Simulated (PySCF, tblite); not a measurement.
# C4H13NSSi2: geometry, infrared bands and NMR shifts

Aim: predict the infrared bands and NMR shifts of C4H13NSSi2 (`C=C(SC)[Si@H](C)[SiH2]N`).

Computed with tblite 0.8.0 and PySCF 2.14.0, with density-fitted response routines of our own, on a single molecule in the gas phase. Atoms count from 0, in the outputs and in this text.

**1. The molecule as given**

21 atoms, charge 0, multiplicity 1; geometry from: force field or distance geometry start.

Bonds of the start (Å): C0–C1 1.35, C1–S2 1.72, S2–C3 1.81, C1–Si4 1.87, Si4–C5 1.85, Si4–Si6 2.34, Si6–N7 1.71, C0–H8 1.08, C0–H9 1.10, C3–H10 1.10, C3–H11 1.10, C3–H12 1.09, Si4–H13 1.49, C5–H14 1.09, C5–H15 1.09, C5–H16 1.10, Si6–H17 1.47, Si6–H18 1.47, N7–H19 1.01, N7–H20 1.01.

**2. Relaxing the molecule with GFN2-xTB**

What the job is given:

```
{"job": {"kind": "relax", "xc": "GFN2-xTB", "basis": "xTB"}, "charge": 0, "multiplicity": 1}
C     -0.966300    -2.344000    -0.242300
C     -0.840500    -1.011000    -0.090900
S     -2.148100     0.054900    -0.445500
C     -3.257200    -0.275300     0.940400
Si     0.746800    -0.222400     0.500300
C      0.481300     0.933300     1.916300
Si     1.747000     0.939600    -1.264600
N      3.311400     1.528800    -0.886500
H     -0.162100    -3.040300    -0.029400
H     -1.906800    -2.782000    -0.593800
H     -3.597400    -1.324300     0.929900
H     -2.752100    -0.085900     1.898000
H     -4.138400     0.368200     0.891900
H      1.681500    -1.305500     0.925200
H      0.006900     0.425200     2.759800
H     -0.154700     1.780700     1.656700
H      1.438800     1.341700     2.281900
H      0.957200     2.115400    -1.668800
H      1.955600     0.060700    -2.427600
H      3.631900     2.106600    -1.656100
H      3.956300     0.752600    -0.837600
```

Run with:

```console
$ OMP_NUM_THREADS=1 python probes_run.py task.json out
```

The driver reads the jobs from task.json and runs them one after another.

**Question.** This job is followed by: GFN2-xTB harmonic vibrations, gas phase; GIAO PBE0/pcSseg-1 NMR shielding, non-relativistic, gas phase. What will the session give for the following? strongest single infrared mode (GFN2-xTB); zero-point energy (GFN2-xTB); ¹³C shifts against TMS (PBE0/pcSseg-1); ¹H shifts against TMS (PBE0/pcSseg-1, means over atoms taken as alike); ³³S shifts against CS2 (PBE0/pcSseg-1); ²⁹Si shifts against TMS (PBE0/pcSseg-1); ¹⁵N shifts against NH3 (PBE0/pcSseg-1).

**Answer**, as computed:

| quantity | value |
| --- | --- |
| strongest single infrared mode (GFN2-xTB) | 2093 cm⁻¹, 399 km/mol |
| zero-point energy (GFN2-xTB) | 98.1 kcal/mol |
| ¹³C shifts against TMS (PBE0/pcSseg-1) | 155.0, 118.6, 19.1, -4.5 ppm |
| ¹H shifts against TMS (PBE0/pcSseg-1, means over atoms taken as alike) | 5.69, 5.23, 5.07, 5.02, 4.61, 2.18, 0.48, -0.26 ppm |
| ³³S shifts against CS2 (PBE0/pcSseg-1) | 38 ppm |
| ²⁹Si shifts against TMS (PBE0/pcSseg-1) | -37.5, -49.0 ppm |
| ¹⁵N shifts against NH3 (PBE0/pcSseg-1) | -1.6 ppm |

What this shows: The optimisation took 215 steps and gained 0.513 eV; among the close pairs (by a distance rule), Si4–C5 changed most, from 1.847 to 1.904 Å. All 57 modes are real, so the xTB geometry is a minimum. The strongest single mode, at 2093 cm⁻¹, moves mainly H18. GFN2-xTB is a fitted tight-binding method: band positions and strengths are rough. Its intensities can rank the bands wrongly. The most deshielded carbon is C1 (fully substituted alkene carbon), at 155.0 ppm: an sp2 carbon of a C=C bond. At PBE0/pcSseg-1: Shielding is most anisotropic at S2 (span 387 ppm, paramagnetic term -595 ppm).
